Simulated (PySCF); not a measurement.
# CH5AlClN: the cost of one run

Programs: PySCF 2.14.0, with density-fitted response routines of our own. Each step states its level of theory. These are calculated values for one molecule in the gas phase, unless marked as measured. Atoms count from 0, in the outputs and in this text.

### 1 Starting geometry

9 atoms, charge 0, multiplicity 1; geometry from: PBE0-D3(BJ)/def2-SVP.

Bonds of the start (Å): C0–N1 1.44, N1–Al2 1.77, Al2–Cl3 2.11, C0–H4 1.11, C0–H5 1.11, C0–H6 1.10, N1–H7 1.02, Al2–H8 1.57.

### 2 NMR shieldings: PBE0/pcSseg-2

The job: settings as JSON, then the geometry in Å.

```
{"job": {"kind": "nmr", "xc": "PBE0", "basis": "pcSseg-2", "pop": false}, "charge": 0, "multiplicity": 1}
C     -1.029569     0.187271     0.168860
N      0.379623    -0.113425     0.272320
Al     1.710347     1.028837     0.484553
Cl     3.661704     0.235423     0.532711
H     -1.628796    -0.301667     0.958247
H     -1.458885    -0.113599    -0.804518
H     -1.196651     1.271776     0.268733
H      0.575493    -1.106778     0.190942
H      1.455127     2.574284     0.631024
```

With the program's defaults for keys left out, this is: GIAO PBE0/pcSseg-2 NMR shielding, non-relativistic, gas phase.

The run is started by

```sh
$ OMP_NUM_THREADS=1 python probes_run.py task.json out
```

One launch serves the whole session: the jobs run in the order shown.

**Question.** How long does this first job take on 1 thread of Arm Neoverse V1, shared host, and how much memory does it need?

About 20 s, with a peak of 0.98 GiB.
